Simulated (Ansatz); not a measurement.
Task: vertical energies of changing the electron count of AlClFH₃Si, SMILES [F][AlH][SiH2]Cl, with Ansatz's Python interface. Give the script and its output. Use (for the species named): B3LYP, def2-SVPD basis, multiplicity 1, D3BJ dispersion.

```xyz
7

F    -1.7311   -1.6667    1.3438
Al   -0.7930   -1.1042   -0.0801
Si    0.6360    0.7455    0.1055
Cl    0.1880    2.2309   -1.2614
H    -0.8987   -1.8910   -1.4845
H     0.5860    1.3043    1.4815
H     2.0740    0.3131   -0.1503
```

`ip.py`:
```python
# -*- coding: utf-8 -*-
"""Vertical ionisation energy and electron affinity of AlClFH3Si."""

import ansatz
from ase import Atoms


def total_energy(molecule, charge=0, unpaired=0):
    calc = (
        molecule.calculation()
        .basis(gaussian="def2-SVPD")
        .functional("b3lyp", dispersion="d3bj")
    )
    if charge:
        calc = calc.charge(charge)
    if unpaired:
        calc = calc.spin("collinear", total=unpaired)
    return calc.run(threads=1).report["free_energy_ev"]

atoms = Atoms(["F", "Al", "Si", "Cl", "H", "H", "H"], positions=[
    (-1.7311, -1.6667, 1.3438),
    (-0.793, -1.1042, -0.0801),
    (0.636, 0.7455, 0.1055),
    (0.188, 2.2309, -1.2614),
    (-0.8987, -1.891, -1.4845),
    (0.586, 1.3043, 1.4815),
    (2.074, 0.3131, -0.1503),
])
system = ansatz.Crystal.molecule_from_ase(atoms)

# total-energy differences at one geometry
parent = total_energy(system, 0, 0)
cation = total_energy(system, 1, 1)
print(f"E(N)   = {parent:.5f} eV")
print(f"E(N-1) = {cation:.5f} eV  (1 unpaired)")
print(f"vertical ionisation energy {cation - parent:.3f} eV")
anion = total_energy(system, -1, 1)
print(f"E(N+1) = {anion:.5f} eV  (1 unpaired)")
print(f"vertical electron affinity {parent - anion:.3f} eV" + ("" if anion < parent else " (unbound in this basis)"))
print(f"fundamental gap IP - EA = {cation + anion - 2 * parent:.3f} eV")
```

Output of `python ip.py`:
```text
E(N)   = -29757.33199 eV
E(N-1) = -29747.24365 eV  (1 unpaired)
vertical ionisation energy 10.088 eV
E(N+1) = -29758.13750 eV  (1 unpaired)
vertical electron affinity 0.806 eV
fundamental gap IP - EA = 9.283 eV
```

At this unrelaxed geometry removing an electron costs 10.09 eV and adding one releases 0.81 eV.

Total energies depend on the basis set; only differences at equal settings carry meaning. The geometry is a force-field or estimated start, not a minimum of this method, and the basis set is short of its limit. All parts are taken at fixed geometry, without zero-point energy. At an unrelaxed start these energies can be a whole eV from those at the minimum, and a small affinity can change sign. b3lyp holds the VWN-RPA fit, as in Gaussian; the form of ORCA and Turbomole is b3lyp5. The whole script took 28 s on 1 thread of Arm Neoverse V1, on a shared host, peak memory 0.44 GiB.
